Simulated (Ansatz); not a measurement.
# ClF₂GeH: small, medium and large basis sets

The task here is to estimate one member of a computed series from the others.

Program: Ansatz 0.2.0, Gaussian basis. Level of theory: one geometry, several basis sets. These are calculated values, not measurements.

Plan: PBE0-D4/def2-SVP; ωB97M-V/def2-SVP; PBE0-D4/def2-QZVPP; ωB97M-V/def2-QZVPP; the functionals' def2-TZVPP values are taken from earlier runs.

### The geometry

All runs share one geometry, relaxed beforehand with PBE0-D4 in a triple-zeta def2 set.

SMILES `[F][GeH]([F])[Cl]`, 5 atoms, charge 0, spin multiplicity 1.

Atoms are counted from 1 here; the program's logs count them from 0.

Bond lengths: F1–Ge2 1.713 Å, Ge2–F3 1.713 Å, Ge2–Cl4 2.109 Å, Ge2–H5 1.520 Å. Angles: F1–Ge2–F3 105.2°, F1–Ge2–Cl4 107.8°, F1–Ge2–H5 110.6°, F3–Ge2–Cl4 107.8°, F3–Ge2–H5 110.6°, Cl4–Ge2–H5 114.3°.

Set-up of the first run:

in.yaml

```yaml
crystal:
  periodic: [false, false, false]
  atoms:
    - {symbol: F, position_ang: [1.537619, 0.699653, -0.229919]}
    - {symbol: Ge, position_ang: [0.016723, -0.011771, 0.110889]}
    - {symbol: F, position_ang: [-1.125609, 1.248781, -0.092788]}
    - {symbol: Cl, position_ang: [-0.360036, -1.470343, -1.365452]}
    - {symbol: H, position_ang: [-0.018798, -0.539921, 1.535969]}
basis:
  gaussian: {orbitals: def2-SVP}
hamiltonian: {xc: pbe0, dispersion: d4}
output: {orbitals: {seedname: orbitals}}
```

Steps of the session up to this table: PBE0-D4 in def2-SVP; ωB97M-V in def2-SVP; PBE0-D4 in def2-QZVPP; ωB97M-V in def2-QZVPP.

One table of the session follows, with a row left open; its other results are not shown here.

It belongs to the step «Functionals by basis». 

| functional | basis | HOMO (eV) |
| --- | --- | --- |
| PBE0-D4 | def2-SVP | -9.87 |
| PBE0-D4 | def2-TZVPP | -10.00 |
| PBE0-D4 | def2-QZVPP | -10.03 |
| ωB97M-V | def2-SVP | ? |
| ωB97M-V | def2-TZVPP | -12.28 |
| ωB97M-V | def2-QZVPP | -12.32 |

Q: Estimate the row for ωB97M-V, def2-SVP from the others.

The run gave: HOMO (eV): -12.10. In the column «HOMO (eV)» it lies between ωB97M-V, def2-TZVPP (-12.28) and PBE0-D4, def2-QZVPP (-10.03).
